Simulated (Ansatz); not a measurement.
# CH8B2OSi: one species, many methods

An exercise on one series of results from a longer session: the logs are not shown, and one member is left open.

Computed with Ansatz 0.2.0, Gaussian basis. Level: functionals in def2-TZVPP, the program's frozen cores in correlated methods.

Levels to be run: PBE-D4, r2SCAN-D4, PBE0-D4, B3LYP-D4, ωB97X-V, ωB97M-V, B2PLYP; CCSD(T)/def2-TZVPP; MP2/def2-QZVPP; extrapolation to the limit.

## Structure used throughout

An earlier PBE0-D4 in a triple-zeta def2 set relaxation fixed the geometry.

SMILES `BC[SiH2]BO`, 13 atoms, charge 0, spin multiplicity 1.

Atoms are counted from 1 here; the program's logs count them from 0.

Bond lengths: B1–C2 1.527 Å, B1–H6 1.199 Å, B1–H7 1.199 Å, C2–Si3 1.915 Å, C2–H8 1.090 Å, C2–H9 1.091 Å, Si3–B4 2.025 Å, Si3–H10 1.489 Å, Si3–H11 1.501 Å, B4–O5 1.350 Å, B4–H12 1.205 Å, O5–H13 0.962 Å. Angles: C2–B1–H6 120.6°, C2–B1–H7 120.6°, H6–B1–H7 118.7°, B1–C2–Si3 94.1°, B1–C2–H8 117.3°, B1–C2–H9 117.5°, Si3–C2–H8 106.3°, Si3–C2–H9 106.8°, H8–C2–H9 111.9°, C2–Si3–B4 112.6°, C2–Si3–H10 110.0°, C2–Si3–H11 108.7°, B4–Si3–H10 112.5°, B4–Si3–H11 107.2°, H10–Si3–H11 105.5°, Si3–B4–O5 117.9°, Si3–B4–H12 122.5°, O5–B4–H12 119.6° and more.

Geometry (Å):

```
B    -1.94576   -0.82176    0.46609
C    -0.69390   -0.29941    1.16788
Si    0.45650   -0.66134   -0.31978
B     1.55818    0.94918   -0.86294
O     1.27004    2.13485   -0.28613
H    -2.62775   -0.08662   -0.19103
H    -2.21820   -1.98947    0.49346
H    -0.30730   -0.88394    2.00316
H    -0.63417    0.77250    1.35964
H     1.29771   -1.85603   -0.03425
H    -0.38879   -1.04043   -1.50079
H     2.43971    0.88362   -1.68165
H     1.81392    2.86414   -0.59895
```

The first run:

The input, in.yaml:

```yaml
crystal:
  periodic: [false, false, false]
  atoms:
    - {symbol: B, position_ang: [-1.945764, -0.821765, 0.466092]}
    - {symbol: C, position_ang: [-0.693903, -0.299408, 1.167876]}
    - {symbol: Si, position_ang: [0.456504, -0.661339, -0.319781]}
    - {symbol: B, position_ang: [1.558185, 0.949179, -0.862945]}
    - {symbol: O, position_ang: [1.270043, 2.134847, -0.286131]}
    - {symbol: H, position_ang: [-2.627747, -0.086618, -0.191025]}
    - {symbol: H, position_ang: [-2.218199, -1.989473, 0.493459]}
    - {symbol: H, position_ang: [-0.307305, -0.883939, 2.003156]}
    - {symbol: H, position_ang: [-0.634169, 0.772504, 1.359644]}
    - {symbol: H, position_ang: [1.297710, -1.856027, -0.034252]}
    - {symbol: H, position_ang: [-0.388790, -1.040428, -1.500794]}
    - {symbol: H, position_ang: [2.439711, 0.883623, -1.681648]}
    - {symbol: H, position_ang: [1.813922, 2.864144, -0.598950]}
basis:
  gaussian: {orbitals: def2-TZVPP}
hamiltonian: {xc: pbe, dispersion: d4}
output: {forces: true, orbitals: {seedname: orbitals}}
```

Started as:

```bash
> ansatz run in.yaml --threads 4 --pin off --events-out ev --progress --plain --max-ram 10444MiB
```

Steps of the session up to this table: PBE-D4 (GGA); r2SCAN-D4 (meta-GGA); PBE0-D4 (hybrid); B3LYP-D4 (hybrid); ωB97X-V (range-separated); ωB97M-V (range-separated); B2PLYP (double hybrid); CCSD(T) in def2-TZVPP; MP2 in def2-QZVPP.

One of the session's tables, all rows but one given; the rest of the session is left out.

It belongs to the step «Atomisation energies». 

| method | atomisation energy (kJ/mol) |
| --- | --- |
| PBE-D4 | 4738.9 |
| r2SCAN-D4 | 4714.3 |
| PBE0-D4 | 4689.6 |
| B3LYP-D4 | 4696.6 |
| ωB97X-V | ? |
| ωB97M-V | 4705.9 |
| B2PLYP | 4643.7 |
| HF/def2-TZVPP | 3586.9 |
| MP2/def2-TZVPP | 4622.3 |
| CCSD/def2-TZVPP | 4516.6 |
| CCSD(T)/def2-TZVPP | 4569.9 |
| MP2/CBS | 4725.3 |
| CCSD(T)/CBS | 4672.8 |

Estimate the missing values for ωB97X-V.

The run gave: atomisation energy (kJ/mol): 4701.5. In the column «atomisation energy (kJ/mol)» it lies between B3LYP-D4 (4696.6) and ωB97M-V (4705.9).
